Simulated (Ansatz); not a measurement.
# CH₅BO₂: a ladder of functionals and wavefunction methods

How much do the methods differ for CH₅BO₂? The plan is to run it at one geometry with functionals of several rungs and with coupled cluster. The yardstick is the atomisation energy at the CCSD(T) limit.

The runs use Ansatz 0.2.0, Gaussian basis; functionals in def2-TZVPP, the program's frozen cores in correlated methods.

The runs, in order: LDA (SPW92), PBE-D4, revPBE-D4, BLYP-D4, r2SCAN-D4, B97M-V, PBE0-D4, B3LYP-D4, r2SCANh-D4, r2SCAN0-D4, HSE06-D4, BHLYP-D4, CAM-B3LYP-D4, LC-ωPBE, ωB97X-V, ωB97M-V, B2PLYP, PBE-QIDH; CCSD(T)/def2-SVP; CCSD(T)/def2-TZVPP; MP2/def2-QZVPP; extrapolation to the limit; RPA on PBE.

## (1) The relaxed structure

All runs share one geometry, relaxed beforehand with PBE0-D4 in a triple-zeta def2 set.

9 atoms, charge 0, spin multiplicity 1.

Atoms are counted from 1 here; the program's logs count them from 0.

Bond lengths: C1–O2 1.410 Å, C1–H5 1.094 Å, C1–H6 1.092 Å, C1–H7 1.092 Å, O2–B3 1.356 Å, B3–O4 1.356 Å, B3–H8 1.199 Å, O4–H9 0.962 Å. Angles: O2–C1–H5 111.5°, O2–C1–H6 109.2°, O2–C1–H7 109.3°, H5–C1–H6 109.1°, H5–C1–H7 109.0°, H6–C1–H7 108.7°, C1–O2–B3 121.7°, O2–B3–O4 119.6°, O2–B3–H8 121.8°, O4–B3–H8 118.6°, B3–O4–H9 112.1°.

## (2) LDA

This LDA is Slater exchange with PW92 correlation.

The input, in.yaml:

```yaml
crystal:
  periodic: [false, false, false]
  atoms:
    - {symbol: C, position_ang: [0.281801, 0.801930, -1.057378]}
    - {symbol: O, position_ang: [-0.113540, 0.454841, 0.251012]}
    - {symbol: B, position_ang: [-0.134881, -0.834065, 0.671604]}
    - {symbol: O, position_ang: [-0.524615, -1.118502, 1.938460]}
    - {symbol: H, position_ang: [0.568104, -0.079798, -1.637578]}
    - {symbol: H, position_ang: [1.131364, 1.486428, -1.006191]}
    - {symbol: H, position_ang: [-0.544781, 1.307520, -1.561652]}
    - {symbol: H, position_ang: [0.183901, -1.738397, -0.047577]}
    - {symbol: H, position_ang: [-0.758852, -0.326256, 2.432200]}
basis:
  gaussian: {orbitals: def2-TZVPP}
hamiltonian: {xc: lda}
output: {orbitals: {seedname: orbitals}}
```

The runs that follow: PBE-D4 (GGA); revPBE-D4 (GGA); BLYP-D4 (GGA); r2SCAN-D4 (meta-GGA); B97M-V (meta-GGA); PBE0-D4 (hybrid); B3LYP-D4 (hybrid); r2SCANh-D4 (hybrid); r2SCAN0-D4 (hybrid); HSE06-D4 (hybrid); BHLYP-D4 (hybrid); CAM-B3LYP-D4 (range-separated); LC-ωPBE-D4 (range-separated); ωB97X-V (range-separated); ωB97M-V (range-separated); B2PLYP (double hybrid); PBE-QIDH (double hybrid); CCSD(T) in def2-SVP; CCSD(T) in def2-TZVPP; MP2 in def2-QZVPP; RPA on PBE orbitals.

Before running them: what should the planned runs give, taken together? Wanted: atomisation energy, CCSD(T)/CBS; farthest beyond LDA; mean size of error, GGA; mean size of error, meta-GGA; mean size of error, hybrid; mean size of error, range-separated; mean size of error, double hybrid; gap, smallest and largest; T1 diagnostic.

As calculated:

| quantity | value |
| --- | --- |
| atomisation energy, CCSD(T)/CBS | 3632.8 kJ/mol |
| functionals within 18.2 kJ/mol (0.5 %) | BLYP-D4, r2SCAN-D4, B97M-V, PBE0-D4, B3LYP-D4, r2SCANh-D4, HSE06-D4, LC-ωPBE, ωB97X-V, ωB97M-V |
| farthest beyond LDA | BHLYP-D4 (-112.1 kJ/mol) |
| mean size of error, GGA | 36.6 kJ/mol |
| mean size of error, meta-GGA | 8.9 kJ/mol |
| mean size of error, hybrid | 30.3 kJ/mol |
| mean size of error, range-separated | 12.5 kJ/mol |
| mean size of error, double hybrid | 24.8 kJ/mol |
| gap, smallest and largest | 6.92 eV (LDA (SPW92)), 14.60 eV (LC-ωPBE) |
| T1 diagnostic | 0.0125 |
| triples share of the correlation energy | 3.5 % |

In words: LDA overbinds by 539.5 kJ/mol (15 %). PBE-D4 misses by +73.5 kJ/mol. Double hybrids carry the basis error of their MP2 part in triple zeta, and no dispersion term here, so their miss is partly the set-up's. The rungs meta-GGA, range-separated miss on average by less than the doubt on the reference (18.2 kJ/mol), so they tie. Misses under about 18.2 kJ/mol are within the doubt on the reference itself, which lacks core-valence correlation, relativity and higher excitations. Hartree-Fock recovers 74 % of the binding; the rest is correlation. CCSD(T) in def2-SVP is off by -161.7 kJ/mol, worse than the median functional, from the basis alone. Orbital gaps span 6.9 to 14.6 eV; exact exchange widens them.
